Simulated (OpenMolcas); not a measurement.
# Cu³⁺ with 4 ligands (chloride): CASSCF levels and susceptibility

Aim: the ligand-field states of Cu³⁺ in this surrounding, its lowest levels with spin-orbit coupling and its magnetic susceptibility.

The numbers are computed with OpenMolcas 26.06 (state-averaged CASSCF, spin-orbit coupling by RASSI with atomic mean-field integrals), except any that are marked as measured or tabulated.

2 further runs of the same task are left out: 2 that didn't finish.

### Step 1. The system

* Species: Cu³⁺ (copper, Z = 29, 26 electrons)
* Basis: ANO-RCC-VDZP [5s4p2d1f], 106 functions with the ligands
* Scalar Hamiltonian: DKH2, point nucleus
* Inactive shells: 1s 2s 2p 3s 3p of the metal, and all ligand shells
* Active space: 8 electrons in 5 orbitals (3d)
* Some configurations of this space: 3d8
* Orbitals: optimised for each spin and parity, averaged over all roots

The outer shells:

3d8
```
3d [↑↓][↑↓][↑↓][↑ ][↑ ]
```

Cu³⁺ is taken with 4 ligands (chloride) in tetrahedron coordination (Td) at 2.31 Å. A charge of +0.25 e stands 3.2 Å behind each ligand. Ligand basis ANO-RCC-VDZP. The distances are assumed, not relaxed.

```xyz
5

Cu    0.0000    0.0000    0.0000
Cl    1.3337    1.3337    1.3337
Cl    1.3337   -1.3337   -1.3337
Cl   -1.3337    1.3337   -1.3337
Cl   -1.3337   -1.3337    1.3337
```

Each step is its own input file, run in one work folder so that later steps find the files of earlier ones. Labels, J, g values, rates, χT and fits are worked out afterwards by a script from the matrices that RASSI stores.

### Step 2. GATEWAY and SEWARD: basis and integrals

Input file a.inp:

```
&GATEWAY
Coord
5

Cu 0.0 0.0 0.0
Cl 1.333679 1.333679 1.333679
Cl 1.333679 -1.333679 -1.333679
Cl -1.333679 1.333679 -1.333679
Cl -1.333679 -1.333679 1.333679
Basis=Cu.ANO-RCC-VDZP,Cl.ANO-RCC-VDZP
Group=NoSym
NoMove
AngMom=0.0 0.0 0.0
AMFI
RICD
XField
4 Angstrom 0
3.181200 3.181200 3.181200 0.250000
3.181200 -3.181200 -3.181200 0.250000
-3.181200 3.181200 -3.181200 0.250000
-3.181200 -3.181200 3.181200 0.250000
&SEWARD
```

The run is started by

```bash
> OMP_NUM_THREADS=1 MOLCAS_MEM=2457 MOLCAS_PROJECT=a pymolcas a.inp > a.log
```

Log:

```text
Basis set label: CU.ANO-RCC...5S4P2D1F.

      Electronic valence basis set:
      ------------------
      Associated Effective Charge  29.000000 au
      Associated Actual Charge     29.000000 au
      Nuclear Model: Point charge

      Shell  nPrim  nBasis  Cartesian Spherical Contaminant
         s      21       5        X
         p      15       4        X
         d      10       2                 X
         f       6       1                 X
                  Relativistic Douglas-Kroll-Hess integrals:
                    - DKH order of Hamiltonian: 2
                    - DKH order of Properties : 0
                  Atomic mean-field integrals
```

### Step 3. CASSCF: triplets, 10 roots

Input file a.inp:

```
&RASSCF
FileOrb=start.orb
Symmetry=1
Spin=3
nActEl=8 0 0
Inactive=45
Ras2=5
CIRoot=10 10 1
SDav=10
CIMx=300
Iter=150 100
PrWF=0.3
OrbListing=Nothing
MaxOrb=0
LevShft=1.0
>>> COPY $Project.JobIph JOB001
```

start.orb holds start orbitals that the driver prepared beforehand, or those of the step before.

Log, cut to the lines that bear on the results:

```text
[...]
      Number of active orbitals                  5
[...]
      Spin quantum number                      1.0
[...]
      Active orbitals                            5
[...]
      Number of CSFs                            10
      Number of root(s) required                10
[...]
      Convergence after 28 iterations
[...]
      Natural orbitals and occupation numbers for root  1
      sym 1:   1.032971   1.032971   1.967029   1.967029   2.000000
      Natural orbitals and occupation numbers for root  2
      sym 1:   1.027758   1.972242   2.000000   1.027758   1.972242
      Natural orbitals and occupation numbers for root  3
      sym 1:   1.953585   1.046415   1.953585   1.046415   2.000000
::    RASSCF root number  1 Total energy:  -3497.05217911
::    RASSCF root number  2 Total energy:  -3497.05217911
::    RASSCF root number  3 Total energy:  -3497.05217911
[...]
::    RASSCF root number  7 Total energy:  -3497.00685079
::    RASSCF root number  8 Total energy:  -3496.97333596
::    RASSCF root number  9 Total energy:  -3496.97333596
::    RASSCF root number 10 Total energy:  -3496.97333596
```

### Step 4. CASSCF: singlets, 15 roots

Input file a.inp:

```
&RASSCF
FileOrb=start.orb
Symmetry=1
Spin=1
nActEl=8 0 0
Inactive=45
Ras2=5
CIRoot=15 15 1
SDav=15
CIMx=300
Iter=150 100
PrWF=0.3
OrbListing=Nothing
MaxOrb=0
LevShft=1.0
>>> COPY $Project.JobIph JOB002
```

Log, cut to the lines that bear on the results:

```text
[...]
      Number of active orbitals                  5
[...]
      Spin quantum number                      0.0
[...]
      Active orbitals                            5
[...]
      Number of CSFs                            15
      Number of root(s) required                15
[...]
      Convergence after 25 iterations
[...]
      Natural orbitals and occupation numbers for root  1
      sym 1:   0.860429   1.236099   1.970456   1.962561   1.970456
      Natural orbitals and occupation numbers for root  2
      sym 1:   1.970456   0.743499   1.970456   1.469960   1.845630
      Natural orbitals and occupation numbers for root  3
      sym 1:   1.309595   0.939436   1.797764   1.954632   1.998573
::    RASSCF root number  1 Total energy:  -3497.00724686
::    RASSCF root number  2 Total energy:  -3497.00724686
::    RASSCF root number  3 Total energy:  -3496.99555400
[...]
::    RASSCF root number 12 Total energy:  -3496.96011145
::    RASSCF root number 13 Total energy:  -3496.93565617
::    RASSCF root number 14 Total energy:  -3496.93565617
::    RASSCF root number 15 Total energy:  -3496.87053774
```

### Step 5. State interaction with spin-orbit coupling

Input file a.inp:

```
&RASSI
NrOfJobIphs=2 10 15
1 2 3 4 5 6 7 8 9 10
1 2 3 4 5 6 7 8 9 10 11 12 13 14 15
IphNames
JOB001
JOB002
EJob
SpinOrbit
DIPRint=1.0
SOCoupling=1000.0
Subsets=2
Property=9
'ANGMOM' 1 'ANGMOM' 2 'ANGMOM' 3 'MLTPL  1' 1 'MLTPL  1' 2 'MLTPL  1' 3
'AMFI' 1 'AMFI' 2 'AMFI' 3
SOProperty=3
'ANGMOM' 1 'ANGMOM' 2 'ANGMOM' 3
```

Log:

```text
SPIN-FREE ENERGIES:
  (Shifted by EMIN (a.u.) =      -3497.0521791098)

 SF State       Relative EMIN(au)   Rel lowest level(eV)    D:o, cm**(-1)

     1             0.0000000000        0.0000000000              0.0000
     2             0.0000000000        0.0000000000              0.0000
     3             0.0000000000        0.0000000000              0.0000
     4             0.0137475243        0.3740891931           3017.2328
     5             0.0137475243        0.3740891931           3017.2328
     6             0.0137475243        0.3740891931           3017.2328
    11             0.0449322472        1.2226687330           9861.4884
    12             0.0449322472        1.2226687330           9861.4884
     7             0.0453283228        1.2334464994           9948.4169
    13             0.0566251084        1.5408476962          12427.7748
    14             0.0566251084        1.5408476962          12427.7748
    15             0.0566251084        1.5408476962          12427.7748
    10             0.0788431543        2.1454315251          17304.0722
     9             0.0788431543        2.1454315251          17304.0722
     8             0.0788431543        2.1454315251          17304.0722
    16             0.0883579982        2.4043436167          19392.3391
    17             0.0911719106        2.4809140750          20009.9215
    18             0.0911719106        2.4809140750          20009.9215
    19             0.0911719106        2.4809140750          20009.9215
    20             0.0920676555        2.5052885336          20206.5147
    21             0.0920676555        2.5052885336          20206.5147
    22             0.0920676555        2.5052885336          20206.5147
    23             0.1165229383        3.1707506811          25573.8289
    24             0.1165229383        3.1707506811          25573.8289
    25             0.1816413735        4.9427135733          39865.6735
     Dipole printing threshold changed to   1.00000000E+00

++ Dipole transition strengths (spin-free states):
   -----------------------------------------------
     for osc. strength at least  1.00000000E+00

  ( Max oscillator strength is only    2.5754409290461933E-003 )
--
Eigenvalues of complex Hamiltonian:
   -----------------------------------
  (Shifted by EMIN (a.u.) =      -3497.0521791098)

 SO State       Relative EMIN(au)   Rel lowest level(eV)    D:o, cm**(-1)

     1            -0.0044527490        0.0000000000              0.0000
     2            -0.0028772558        0.0428713551            345.7808
     3            -0.0028772558        0.0428713552            345.7808
     4            -0.0028772558        0.0428713555            345.7808
     5            -0.0002058741        0.1155633532            932.0813
     6            -0.0002058741        0.1155633532            932.0813
     7             0.0013308370        0.1573793937           1269.3504
     8             0.0013308370        0.1573793934           1269.3504
     9             0.0013308370        0.1573793932           1269.3504
    10             0.0137094907        0.4942197215           3986.1509
    11             0.0137094907        0.4942197214           3986.1509
    12             0.0137094907        0.4942197212           3986.1509
    13             0.0141654825        0.5066278882           4086.2295
    14             0.0141654825        0.5066278885           4086.2295
    15             0.0141654825        0.5066278887           4086.2295
    16             0.0150573299        0.5308962927           4281.9674
    17             0.0151832913        0.5343238781           4309.6127
    18             0.0151832913        0.5343238782           4309.6127
    19             0.0447334300        1.3384241144          10795.1185
    20             0.0447334300        1.3384241144          10795.1185
    21             0.0457252293        1.3654123489          11012.7933
    22             0.0457252293        1.3654123489          11012.7933
    23             0.0457252293        1.3654123488          11012.7933
    24             0.0567056826        1.6642057053          13422.7242
    25             0.0567056826        1.6642057053          13422.7242
    26             0.0567056826        1.6642057053          13422.7242
    27             0.0775902112        2.2325026790          18006.3484
    28             0.0775902112        2.2325026790          18006.3484
    29             0.0776431514        2.2339432552          18017.9675
    30             0.0776431514        2.2339432551          18017.9675
    31             0.0776431514        2.2339432551          18017.9675
    32             0.0803919643        2.3087422657          18621.2622
    33             0.0803919643        2.3087422657          18621.2622
    34             0.0803919643        2.3087422657          18621.2622
    35             0.0810601120        2.3269234913          18767.9037
    36             0.0889340537        2.5411843591          20496.0341
    37             0.0912285844        2.6036217204          20999.6254
    38             0.0912285844        2.6036217204          20999.6254
    39             0.0912285844        2.6036217204          20999.6254
    40             0.0923511882        2.6341693251          21246.0084
    41             0.0923511882        2.6341693250          21246.0084
Weights of the five most important spin-orbit-free states for each spin-orbit state.

 SO State  Total energy (au)           Spin-free states, spin, and weights
 -------------------------------------------------------------------------------------------------------
    1        -0.004453       3 1.0  0.3331    2 1.0  0.3331    1 1.0  0.3331   16 0.0  0.0004    8 1.0  0.0001
    2        -0.002877       2 1.0  0.4747    3 1.0  0.4142    1 1.0  0.0725    6 1.0  0.0212    5 1.0  0.0115
    3        -0.002877       1 1.0  0.4805    3 1.0  0.4291    2 1.0  0.0517    4 1.0  0.0192    6 1.0  0.0125
    4        -0.002877       2 1.0  0.4350    1 1.0  0.4083    3 1.0  0.1180    5 1.0  0.0201    4 1.0  0.0136
    5        -0.000206       1 1.0  0.3788    3 1.0  0.3025    2 1.0  0.1726    5 1.0  0.0767    6 1.0  0.0387
    6        -0.000206       2 1.0  0.3967    3 1.0  0.2667    1 1.0  0.1904    4 1.0  0.0678    6 1.0  0.0567
    7         0.001331       3 1.0  0.4962    2 1.0  0.2396    1 1.0  0.2037    6 1.0  0.0293    4 1.0  0.0171
    8         0.001331       2 1.0  0.4180    3 1.0  0.2850    1 1.0  0.2367    6 1.0  0.0269    5 1.0  0.0179
    9         0.001331       1 1.0  0.4992    2 1.0  0.2820    3 1.0  0.1584    5 1.0  0.0285    4 1.0  0.0277
   10         0.013709       6 1.0  0.5521    5 1.0  0.2580    4 1.0  0.1516    2 1.0  0.0184    3 1.0  0.0169
   11         0.013709       4 1.0  0.4617    6 1.0  0.3014    5 1.0  0.1986    1 1.0  0.0190    3 1.0  0.0163
   12         0.013709       5 1.0  0.5051    4 1.0  0.3484    6 1.0  0.1082    2 1.0  0.0169    1 1.0  0.0163
```

These steps: 36 s of run time, 1 thread of Arm Neoverse V1, shared host.

Spin-free states, with their symmetry labels:

| state | degeneracy | E (cm-1) |
| --- | --- | --- |
| 3T1 | 3 | 0 |
| 3T2 | 3 | 3017 |
| 1E | 2 | 9861 |
| 3A2 | 1 | 9948 |
| singlet | 3 | 12428 |
| 3T1 | 3 | 17304 |
| singlet | 1 | 19392 |
| singlet | 3 | 20010 |
| singlet | 3 | 20207 |
| 1E | 2 | 25574 |
| singlet | 1 | 39866 |

With spin-orbit coupling:

```csv
E (cm-1),Degeneracy,2S+1
0.0,1,3
345.8,3,3
932.1,2,3
1269,3,3
3986,3,3
4086,3,3
4282,1,3
4310,2,3
10795,2,1
11013,3,3
13423,3,1
18006,2,3
18018,3,3
18621,3,3
18768,1,3
20496,1,1
21000,3,1
21246,3,1
26600,2,1
40920,1,1
```

Powder χT (cm³ K/mol): 0.02 at 2 K, 0.05 at 5 K, 0.10 at 10 K, 0.20 at 20 K, 0.50 at 50 K, 0.97 at 100 K, 1.34 at 150 K, 1.58 at 200 K, 1.73 at 250 K, 1.83 at 300 K.

A ligand-field fit to the states below 45000 cm-1 gives 10Dq = -5515 cm-1, B = 941 cm-1 and C = 2407 cm-1 (C/B = 2.56), with a deviation of 1205 cm-1.

The orbitals of the open shell are 72 to 91 % metal; the Mulliken charge of the metal is +0.88 e.

### Step 6. What came out

| quantity | value |
| --- | --- |
| method | CASSCF |
| spin-free ground state | 3T1, 3-fold in its orbital part |
| first state of the same spin within the active space | 3T2 at 3020 cm⁻¹ |
| lowest level | 1-fold |
| next level | 345.8 cm⁻¹ |
| χT at 300 K | 1.83 cm³ K/mol |
| effective moment at 300 K | 3.82 μB |

In words: The spin-free ground state (3T1) is 3-fold and keeps the highest spin of the shell. χT at 300 K is 1.83, against 1.00 cm³ K/mol for the spin alone, so orbital moment adds to it. A ligand-field fit to the states below 45000 cm-1 gives 10Dq = -5515 cm-1, B = 941 cm-1 and C = 2407 cm-1 (C/B = 2.56), with a deviation of 1205 cm-1. The bonds are covalent and no ligand orbital is active, so the numbers are rough.
